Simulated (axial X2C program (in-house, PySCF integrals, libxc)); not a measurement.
# SeBe⁺: from the state search to constants

What are the state, bond length, wavenumber and bond energy of SeBe⁺, and what does spin–orbit coupling change?

Computed with an in-house X2C program for linear molecules on PySCF integrals. Level: all-electron X2C, Se dyall-cv3z, Be dyall-cv3z.

All values are calculated.

### Step 1. The job

Contents of task.json:

```json
{"zs": [34, 4], "q": 1, "bas": ["dyall-cv3z", "dyall-cv3z"], "levels": ["PBE0", "HF", "BLYP"], "cc": true, "r0": 1.97, "thr": -2.0, "nmax": 90, "npts": 10, "nst": 2, "ntry": 6}
```

Keys: zs atomic numbers; q charge; bas basis sets; levels methods (HF also brings MP2); cc coupled cluster on or off; r0 starting distance in Å; thr threshold in hartree for freezing inner shells (an s shell follows its p shell); nmax most natural virtual spinors; npts points asked for on the curve; nst determinants followed; ntry starts of the search.

Started as:

```sh
> python so2c.py task.json out
```

Spin-free means the one-electron spin-free X2C Hamiltonian; two-component (2c) means X2C with spin–orbit coupling and atomic mean-field two-electron Coulomb and Gaunt terms. Basis: Se dyall-cv3z contracted to [8s9p6d4f1g], Be dyall-cv3z contracted to [8s8p3d1f]; Gaussian nuclei, density fitting. Masses: Se 79.917 u, Be 9.012 u.

Notation: σ, π±, δ± give the projection m of an orbital's angular momentum (0, ±1, ±2), α and β its spin, Λ and M_S the sums; ω is the projection of a spinor's total angular momentum and Ω the sum. Logs are in hartree.

The results follow Hamiltonian by Hamiltonian and level by level.

### Step 2. Search for the lowest determinant

Determinants are compared with PBE0 at 1.970 Å.

Spin-free determinants:

```json
{"ΔE (eV)": "0.00", "state": "M_S = 1/2, Λ = 1", "open shells": "beyond closed shells: π+α, π+β, π-α"}
{"ΔE (eV)": "1.55", "state": "M_S = 3/2, Λ = 0", "open shells": "beyond closed shells: σα, π+α, π-α"}
{"ΔE (eV)": "1.64", "state": "M_S = 1/2, Λ = 0", "open shells": "beyond closed shells: σβ, π+α, π-α"}
{"ΔE (eV)": "2.18", "state": "M_S = 1/2, Λ = 0", "open shells": "beyond closed shells: σα"}
{"ΔE (eV)": "2.70", "state": "M_S = 1/2, Λ = 2", "open shells": "beyond closed shells: σα, π+α, π+β"}
{"ΔE (eV)": "2.70", "state": "M_S = 1/2, Λ = 0", "open shells": "beyond closed shells: σα, π+β, π-α"}
```

Two-component determinants:

| ΔE (eV) | state | open shells |
| --- | --- | --- |
| 0.00 | Ω = 3/2 | excess of +ω over −ω: ω = 3/2 |
| 0.20 | Ω = 1/2 | excess of +ω over −ω: ω = 1/2 |
| 1.74 | Ω = 1/2 | excess of +ω over −ω: 2 × ω = -1/2, ω = 3/2 |
| 2.56 | Ω = 1/2 | excess of +ω over −ω: ω = 1/2 |
| 2.78 | Ω = 5/2 | excess of +ω over −ω: 2 × ω = 1/2, ω = 3/2 |
| 4.09 | Ω = 5/2 | excess of +ω over −ω: ω = -1/2, 2 × ω = 3/2 |
| 5.31 | Ω = 7/2 | excess of +ω over −ω: ω = 1/2, 2 × ω = 3/2 |

### Step 3. PBE0, spin-free

State followed: M_S = 1/2, Λ = 1 (beyond closed shells: π+α, π+β, π-α). The scan is laid around 1.966 Å, a first estimate of the minimum, and this SCF restarts from the orbitals of the search.

Output at 1.966 Å:

```text
spin-free X2C-1e  PBE0
basis functions 156  fitting functions 838  grid points 5073
iter        total energy     max residual
   1      -2444.016711567     3.69e-01
   2      -2444.038219294     9.64e-04
   3      -2444.038224281     3.77e-04
   4      -2444.038224832     2.19e-04
   5      -2444.038225049     4.42e-05
   6      -2444.038225056     4.56e-05
   7      -2444.038225074     6.18e-06
   8      -2444.038225074     2.46e-06
converged
one-electron -3463.13768542  Coulomb 1073.43554861  exact exchange -22.34419073  xc functional -68.59825597  nuclear repulsion 36.60635844
```

Along the bond, energies from the lowest point:

| R (Å) | E (eV) | μ (D) | HOMO (eV) | LUMO (eV) | iterations |
| --- | --- | --- | --- | --- | --- |
| 1.710 | 0.7471 | 6.95 | -14.00 | -11.70 | 29 |
| 1.789 | 0.3097 | 7.30 | -13.73 | -11.45 | 25 |
| 1.848 | 0.1213 | 7.55 | -13.55 | -11.29 | 23 |
| 1.907 | 0.0244 | 7.80 | -13.38 | -11.13 | 20 |
| 1.966 | 0.0000 | 8.05 | -13.22 | -10.98 | 8 |
| 2.035 | 0.0415 | 8.31 | -13.05 | -10.82 | 20 |
| 2.104 | 0.1392 | 8.56 | -12.90 | -10.67 | 18 |
| 2.192 | 0.3218 | 8.85 | -12.73 | -10.51 | 19 |
| 2.300 | 0.5970 | 9.16 | -12.55 | -10.44 | 19 |
| 2.458 | 1.0363 | 9.46 | -12.37 | -10.63 | 20 |

Dipoles are positive if Be is the positive end and refer to the centre of mass.

Outer orbitals at the reference distance:

| symmetry | occupied | ε (eV) | atomic character |
| --- | --- | --- | --- |
| σα | yes | -26.08 | 72% Se s, 14% Be p, 9% Be s |
| σβ | yes | -24.97 | 71% Se s, 14% Be p, 10% Be s |
| σα | yes | -15.88 | 67% Se p, 20% Be s, 6% Se s |
| σβ | yes | -15.51 | 66% Se p, 21% Be s, 6% Se s |
| π-α | yes | -14.16 | 79% Se p, 15% Be p, 4% Be d |
| π+α | yes | -14.16 | 79% Se p, 15% Be p, 4% Be d |
| π+β | yes | -13.22 | 75% Se p, 19% Be p, 4% Be d |
| π-β | no | -10.98 | 72% Se p, 23% Be p, 4% Be d |
| σα | no | -9.99 | 48% Be s, 42% Be p, 7% Se p |
| σβ | no | -9.94 | 46% Be s, 43% Be p, 8% Se p |
| π-α | no | -7.15 | 77% Be p, 12% Se p, 8% Se d |

PBE0 fields in the half plane through the axis: z from -2.4 to 4.2 Å across, distance from the axis 0.15 to 2.25 Å upwards; Se lies at z = 0 and Be at z = 1.966 Å; the ELF is damped to zero where the density is low.

log10 density (e/bohr³). Ten even steps from '0' (-5.58 ) to '9' (1.42 ):
```
01122333333333322211100
11223334444433333221100
12233444444444433322110
22334455555554444332210
23344556665555544432211
23445566666665554433211
23455667876666665433211
23455678987666886433211
```

ELF. Ten even steps from '0' (0.00 ) to '9' (1.00 ):
```
00000001110000000000000
00000123322223221000000
00012455554455553100000
00024677766667775310000
00146788777788875310000
00257874346788300100000
01368732422782000000000
01468727271680996000000
```

Re = 1.960 Å, ωe = 745 cm⁻¹, ωexe = 4.3 cm⁻¹, Be = 0.542 cm⁻¹, De = 3.15 eV, μ = 8.02 D.

### Step 4. HF, spin-free

The SCF at the reference distance of 1.966 Å:

```text
spin-free X2C-1e  HF
basis functions 156  fitting functions 838  grid points 5073
iter        total energy     max residual
   1      -2442.472541307     2.27e-01
   2      -2442.489756651     8.12e-03
   3      -2442.490364957     8.97e-03
   4      -2442.490503714     2.31e-03
   5      -2442.490529985     1.09e-03
   6      -2442.490546445     9.86e-04
   7      -2442.490551467     4.31e-04
   8      -2442.490553487     1.32e-04
   9      -2442.490553889     1.02e-04
  10      -2442.490554054     5.01e-05
  11      -2442.490554111     2.37e-05
  12      -2442.490554125     1.12e-05
  13      -2442.490554127     4.00e-06
  14      -2442.490554127     1.51e-06
converged
one-electron -3463.44992502  Coulomb 1073.81514007  exact exchange -89.46212762  xc functional 0.00000000  nuclear repulsion 36.60635844
```

Re = 1.967 Å, ωe = 745 cm⁻¹, Be = 0.5382 cm⁻¹, De = 1.71 eV, μ = 8.81 D.

### Step 5. BLYP, spin-free

The SCF at the reference distance of 1.966 Å:

```text
spin-free X2C-1e  BLYP
basis functions 156  fitting functions 838  grid points 5073
iter        total energy     max residual
   1      -2444.438700201     1.20e-01
   2      -2444.442097705     1.48e-02
   3      -2444.443651027     1.72e-02
   4      -2444.444013086     4.57e-03
   5      -2444.444035443     1.78e-03
   6      -2444.444048024     9.76e-04
   7      -2444.444048532     9.95e-05
   8      -2444.444048578     8.20e-05
   9      -2444.444048589     2.30e-05
  10      -2444.444048589     9.60e-07
converged
one-electron -3462.65979577  Coulomb 1072.93127950  exact exchange 0.00000000  xc functional -91.32189076  nuclear repulsion 36.60635844
```

Re = 1.980 Å, ωe = 706 cm⁻¹, ωexe = 4.46 cm⁻¹, Be = 0.5309 cm⁻¹, De = 3.27 eV, μ = 7.62 D.

### Step 6. MP2 and beyond, spin-free

Correlated methods: 7 electrons correlated (frozen shells, counted by type: Se 3 s, 2 p, 1 d; Be 1 s), 193 virtual spinors in MP2, 80 natural virtuals in coupled cluster.

Output of the correlated part at 1.966 Å:

```text
correlated 7  virtual 193  natural virtual 80  E(MP2) -0.149046074  MP2 remainder -0.002952644
iter   CCSD correlation   residual
   1     -0.159801560   9.04e-02
   2     -0.164398694   3.64e-02
   3     -0.165354445   1.55e-02
   4     -0.165466709   7.24e-03
   5     -0.165494065   2.86e-03
   6     -0.165495063   1.13e-03
   7     -0.165500956   4.06e-04
   8     -0.165501248   1.16e-04
   9     -0.165500712   3.75e-05
  10     -0.165500927   1.35e-05
  11     -0.165501000   5.25e-06
  12     -0.165501037   1.67e-06
  13     -0.165501035   6.57e-07
(T) -0.007791644  T1 0.0245  D1 0.0405  max T2 0.056
```

T1 in the output is the amplitude norm over the root of the electron number; divide by √2 for the Lee–Taylor value.

MP2: No constants are quoted: fits of two degrees disagree.

CCSD: Re = 1.973 Å, ωe = 737 cm⁻¹, ωexe = 4.54 cm⁻¹, Be = 0.5348 cm⁻¹, De = 2.99 eV. T1 at Re = 0.017 (Lee–Taylor, the printed value over √2).

CCSD(T): Re = 1.977 Å, ωe = 732 cm⁻¹, ωexe = 4.16 cm⁻¹, Be = 0.5324 cm⁻¹, De = 3.10 eV. T1 at Re = 0.018 (Lee–Taylor, the printed value over √2).

### Step 7. A higher determinant, spin-free

State: M_S = 3/2, Λ = 0 (beyond closed shells: σα, π+α, π-α).

Output at the reference distance:

```text
spin-free X2C-1e  PBE0
basis functions 156  fitting functions 838  grid points 5073
iter        total energy     max residual
   1      -2443.958253935     4.05e-01
   2      -2443.980784860     1.01e-03
   3      -2443.980790343     3.40e-04
   4      -2443.980790678     2.34e-04
   5      -2443.980790881     1.96e-05
   6      -2443.980790883     1.37e-05
converged
one-electron -3459.97589023  Coulomb 1070.35751063  exact exchange -22.36042165  xc functional -68.60834807  nuclear repulsion 36.60635844
```

| R (Å) | E above the lowest PBE0 point (eV) |
| --- | --- |
| 1.710 | 3.316 |
| 1.789 | 2.557 |
| 1.848 | 2.135 |
| 1.907 | 1.809 |
| 1.966 | 1.563 |
| 2.035 | 1.355 |
| 2.104 | 1.215 |
| 2.192 | 1.109 |
| 2.300 | 1.062 |

No constants are quoted: the lowest point is the long end of the scan.

### Step 8. The spin-free curves together

Energy (eV) of the followed determinant, spin-free, from each level's lowest point:

| R (Å) | PBE0 | HF | MP2 | CCSD | CCSD(T) | BLYP |
| --- | --- | --- | --- | --- | --- | --- |
| 1.710 | 0.747 | 0.801 | 0.835 | n/a | n/a | 0.815 |
| 1.789 | 0.310 | 0.340 | 0.362 | 0.360 | 0.374 | 0.360 |
| 1.848 | 0.121 | 0.139 | 0.152 | 0.152 | 0.161 | 0.156 |
| 1.907 | 0.024 | 0.032 | 0.038 | 0.038 | 0.043 | 0.043 |
| 1.966 | 0.000 | 0.000 | 0.000 | 0.000 | 0.000 | 0.000 |
| 2.035 | 0.041 | 0.035 | 0.030 | 0.028 | 0.023 | 0.019 |
| 2.104 | 0.139 | 0.127 | 0.122 | 0.114 | 0.106 | 0.093 |
| 2.192 | 0.322 | 0.302 | 0.308 | 0.283 | 0.272 | 0.244 |
| 2.300 | 0.597 | 0.547 | 0.673 | n/a | n/a | 0.481 |
| 2.458 | 1.036 | 0.829 | 1.302 | n/a | n/a | 0.869 |

### Step 9. PBE0, 2c

State followed: Ω = 3/2 (excess of +ω over −ω: ω = 3/2). The scan is laid around 1.966 Å, a first estimate of the minimum, and this SCF restarts from the orbitals of the search.

Output at 1.966 Å:

```text
two-component X2C + atomic mean field  PBE0
basis functions 156  fitting functions 838  grid points 5073
iter        total energy     max residual
   1      -2443.198904455     3.68e-01
   2      -2443.220557057     9.67e-04
   3      -2443.220562074     3.55e-04
   4      -2443.220562621     2.18e-04
   5      -2443.220562845     4.79e-05
   6      -2443.220562857     3.79e-05
   7      -2443.220562875     7.14e-06
   8      -2443.220562876     3.34e-06
converged
one-electron -3461.05747399  Coulomb 1073.03446560  exact exchange -22.33573777  xc functional -68.57249679  nuclear repulsion 36.60635844  atomic mean-field constant -0.89567836
```

Along the bond, energies from the lowest point:

| R (Å) | E (eV) | μ (D) | HOMO (eV) | LUMO (eV) | iterations |
| --- | --- | --- | --- | --- | --- |
| 1.710 | 0.7532 | 6.95 | -14.08 | -11.59 | 32 |
| 1.789 | 0.3143 | 7.30 | -13.82 | -11.35 | 29 |
| 1.848 | 0.1245 | 7.55 | -13.64 | -11.18 | 24 |
| 1.907 | 0.0261 | 7.80 | -13.47 | -11.02 | 23 |
| 1.966 | 0.0000 | 8.04 | -13.32 | -10.88 | 8 |
| 2.035 | 0.0391 | 8.30 | -13.15 | -10.72 | 24 |
| 2.104 | 0.1341 | 8.54 | -13.00 | -10.57 | 18 |
| 2.192 | 0.3122 | 8.81 | -12.83 | -10.41 | 22 |
| 2.300 | 0.5804 | 9.08 | -12.67 | -10.39 | 22 |
| 2.458 | 0.9817 | 7.43 | -12.57 | -10.82 | 33 |

Dipoles are positive if Be is the positive end and refer to the centre of mass.

Outer spinors at the reference distance:

```tsv
ω	occupied	ε (eV)	atomic character	λ mixture
1/2	yes	-26.05	71% Se s, 14% Be p, 9% Be s	100% σ
-1/2	yes	-24.96	71% Se s, 14% Be p, 10% Be s	100% σ
1/2	yes	-15.87	67% Se p, 20% Be s, 6% Se s	100% σ
-1/2	yes	-15.52	66% Se p, 20% Be s, 6% Se s	99% σ, 1% π
-1/2	yes	-14.24	79% Se p, 14% Be p, 4% Be d	99% π, 1% σ
3/2	yes	-14.02	78% Se p, 16% Be p, 4% Be d	100% π
1/2	yes	-13.32	76% Se p, 18% Be p, 4% Be d	100% π
-3/2	no	-10.88	71% Se p, 24% Be p, 4% Be d	100% π
1/2	no	-10.00	47% Be s, 42% Be p, 8% Se p	100% σ
-1/2	no	-9.93	46% Be s, 43% Be p, 8% Se p	100% σ
-1/2	no	-7.18	77% Be p, 12% Se p, 8% Se d	100% π
```

PBE0 fields in the half plane through the axis: z from -2.4 to 4.2 Å across, distance from the axis 0.15 to 2.25 Å upwards; Se lies at z = 0 and Be at z = 1.966 Å; the ELF is damped to zero where the density is low.

log10 density (e/bohr³). Ten even steps from '0' (-5.57 ) to '9' (1.42 ):
```
01122333333333322211100
11223334444433333221100
12233444444444433322110
22334455555554444332210
23344556665555544432211
23445566666665554433211
23455667876666665433211
23455678987666886433211
```

ELF. Ten even steps from ' ' (0.00 ) to '@' (1.00 ):
```
              ......                          
          ..::----::::::::::::::..            
      ..::==++++++++======++++++--..          
      ::==**######********######++--..        
    ..==**##%%%%##########%%%%##++--..        
    ::++##%%##==--==**##%%%%--    ..          
  ..--**%%##--::==::::##%%::                  
  ..==**%%##::##::##..**%%  @@@@**            
```

No constants are quoted: the solution changes its character somewhere along the scan, so the fit is set aside.

### Step 10. HF, 2c

Output at 1.966 Å:

```text
two-component X2C + atomic mean field  HF
basis functions 156  fitting functions 838  grid points 5073
iter        total energy     max residual
   1      -2441.655279411     2.32e-01
   2      -2441.672467646     8.09e-03
   3      -2441.673071408     9.11e-03
   4      -2441.673207890     2.28e-03
   5      -2441.673232379     1.02e-03
   6      -2441.673247102     9.34e-04
   7      -2441.673251676     4.04e-04
   8      -2441.673253584     1.24e-04
   9      -2441.673253986     9.29e-05
  10      -2441.673254156     4.66e-05
  11      -2441.673254216     2.48e-05
  12      -2441.673254232     1.17e-05
  13      -2441.673254235     7.48e-06
  14      -2441.673254236     3.74e-06
  15      -2441.673254236     3.29e-06
  16      -2441.673254237     2.26e-06
converged
one-electron -3461.37305703  Coulomb 1073.41730688  exact exchange -89.42818416  xc functional 0.00000000  nuclear repulsion 36.60635844  atomic mean-field constant -0.89567836
```

Re = 1.969 Å, ωe = 739 cm⁻¹, Be = 0.537 cm⁻¹, De = 1.74 eV, μ = 8.82 D.

### Step 11. BLYP, 2c

Output at 1.966 Å:

```text
two-component X2C + atomic mean field  BLYP
basis functions 156  fitting functions 838  grid points 5073
iter        total energy     max residual
   1      -2443.620704488     1.22e-01
   2      -2443.624103246     1.46e-02
   3      -2443.625654766     1.75e-02
   4      -2443.626018720     4.65e-03
   5      -2443.626041139     1.79e-03
   6      -2443.626053753     1.00e-03
   7      -2443.626054318     8.96e-05
   8      -2443.626054386     1.08e-04
   9      -2443.626054408     2.24e-05
  10      -2443.626054412     1.03e-05
converged
one-electron -3460.57695668  Coulomb 1072.52757409  exact exchange 0.00000000  xc functional -91.28735189  nuclear repulsion 36.60635844  atomic mean-field constant -0.89567836
```

No constants are quoted: the solution changes its character somewhere along the scan, so the fit is set aside.

### Step 12. MP2 and beyond, 2c

Correlated methods: 7 electrons correlated (frozen shells, counted by type: Se 3 s, 2 p, 1 d; Be 1 s), 193 virtual spinors in MP2, 80 natural virtuals in coupled cluster.

Output of the correlated part at 1.966 Å:

```text
correlated 7  virtual 193  natural virtual 80  E(MP2) -0.148995743  MP2 remainder -0.002958856
iter   CCSD correlation   residual
   1     -0.159755229   9.03e-02
   2     -0.164335464   3.62e-02
   3     -0.165285736   1.53e-02
   4     -0.165389568   7.01e-03
   5     -0.165412443   2.70e-03
   6     -0.165412791   1.08e-03
   7     -0.165418277   4.00e-04
   8     -0.165418646   1.19e-04
   9     -0.165418114   4.20e-05
  10     -0.165418362   1.78e-05
  11     -0.165418468   8.33e-06
  12     -0.165418521   3.40e-06
  13     -0.165418514   1.58e-06
(T) -0.007776259  T1 0.0242  D1 0.0398  max T2 0.055
```

MP2: No constants are quoted: fits of two degrees disagree.

CCSD: Re = 1.975 Å, ωe = 732 cm⁻¹, ωexe = 4.73 cm⁻¹, Be = 0.5337 cm⁻¹, De = 2.97 eV. T1 at Re = 0.017 (Lee–Taylor, the printed value over √2).

CCSD(T): Re = 1.979 Å, ωe = 728 cm⁻¹, ωexe = 4.37 cm⁻¹, Be = 0.5313 cm⁻¹, De = 3.08 eV. T1 at Re = 0.017 (Lee–Taylor, the printed value over √2).

### Step 13. A higher determinant, 2c

State: Ω = 1/2 (excess of +ω over −ω: ω = 1/2).

Output at the reference distance:

```text
two-component X2C + atomic mean field  PBE0
basis functions 156  fitting functions 838  grid points 5073
iter        total energy     max residual
   1      -2443.191658553     3.70e-01
   2      -2443.213268670     9.50e-04
   3      -2443.213273585     3.48e-04
   4      -2443.213274081     2.16e-04
   5      -2443.213274296     4.30e-05
   6      -2443.213274303     3.65e-05
   7      -2443.213274320     6.62e-06
   8      -2443.213274320     2.75e-06
converged
one-electron -3460.96006922  Coulomb 1072.94223034  exact exchange -22.33532275  xc functional -68.57079276  nuclear repulsion 36.60635844  atomic mean-field constant -0.89567836
```

| R (Å) | E above the lowest PBE0 point (eV) |
| --- | --- |
| 1.710 | 0.944 |
| 1.789 | 0.507 |
| 1.848 | 0.319 |
| 1.907 | 0.222 |
| 1.966 | 0.198 |
| 2.035 | 0.240 |
| 2.104 | 0.338 |
| 2.192 | 0.521 |
| 2.300 | 0.797 |

Re = 1.959 Å, ωe = 746 cm⁻¹, ωexe = 4.3 cm⁻¹, Be = 0.5422 cm⁻¹, μ = 7.99 D.

### Step 14. The 2c curves together

Energy (eV) of the followed determinant, 2c, from each level's lowest point:

| R (Å) | PBE0 (jumps) | HF | MP2 | CCSD | CCSD(T) | BLYP (jumps) |
| --- | --- | --- | --- | --- | --- | --- |
| 1.710 | 0.753 | 0.807 | 0.841 | n/a | n/a | 0.821 |
| 1.789 | 0.314 | 0.345 | 0.366 | 0.364 | 0.378 | 0.365 |
| 1.848 | 0.125 | 0.142 | 0.155 | 0.155 | 0.164 | 0.160 |
| 1.907 | 0.026 | 0.034 | 0.039 | 0.040 | 0.044 | 0.045 |
| 1.966 | 0.000 | 0.000 | 0.000 | 0.000 | 0.000 | 0.000 |
| 2.035 | 0.039 | 0.032 | 0.029 | 0.026 | 0.021 | 0.016 |
| 2.104 | 0.134 | 0.122 | 0.118 | 0.109 | 0.101 | 0.087 |
| 2.192 | 0.312 | 0.292 | 0.298 | 0.273 | 0.263 | 0.233 |
| 2.300 | 0.580 | 0.531 | 0.669 | n/a | n/a | 0.460 |
| 2.458 | 0.982 | 0.798 | 1.296 | n/a | n/a | 0.803 |

Time for the job: 92 s (1 thread of Arm Neoverse V1, shared host); peak memory 0.4 GiB.

### Step 15. Results

Lowest determinant that the search found at its distance, spin-free: M_S = 1/2, Λ = 1 (beyond closed shells: π+α, π+β, π-α).

Lowest determinant that the search found at its distance, 2c: Ω = 3/2 (excess of +ω over −ω: ω = 3/2).

| Hamiltonian | level | Re (Å) | ωe (cm⁻¹) | De (eV) | μ (D) |
| --- | --- | --- | --- | --- | --- |
| spin-free | PBE0 | 1.960 | 745 | 3.15 | 8.02 |
| spin-free | HF | 1.967 | 745 | 1.71 | 8.81 |
| spin-free | CCSD | 1.973 | 737 | 2.99 | n/a |
| spin-free | CCSD(T) | 1.977 | 732 | 3.10 | n/a |
| spin-free | BLYP | 1.980 | 706 | 3.27 | 7.62 |
| 2c | HF | 1.969 | 739 | 1.74 | 8.82 |
| 2c | CCSD | 1.975 | 732 | 2.97 | n/a |
| 2c | CCSD(T) | 1.979 | 728 | 3.08 | n/a |

Dipoles are positive if Be is the positive end and refer to the centre of mass. No constants: spin-free MP2 (fits of two degrees disagree); 2c PBE0 (the solution changes its character somewhere along the scan, so the fit is set aside); 2c MP2 (fits of two degrees disagree); 2c BLYP (the solution changes its character somewhere along the scan, so the fit is set aside).

Time per point (s) on 1 thread of Arm Neoverse V1, shared host (2c runs; CCSD comes with the CCSD(T) run); the times are rough: HF 0.67, CCSD(T) 2.3.

In words: At CCSD(T), going from spin-free to two-component changes Re by +2 mÅ, ωe by -0.6 %; the spin-free picture holds up (part of it comes from the scalar share of the two-electron terms). De moves by -0.02 eV; both De rest on single-determinant atoms, which can miss part of an open shell's spin–orbit lowering.

De refers to Se + Be+, each in the lowest determinant found, which need not be this curve's own limit. The state is a single determinant with fixed occupations, the lowest that a limited PBE0 search found. De is counted from the lowest determinant-based energies of the atoms at the same level, without counterpoise correction. Coupled cluster ran in a truncated set of natural virtual spinors; the MP2 energy of the rest was added. The spin-free determinant is spin-contaminated at some levels.
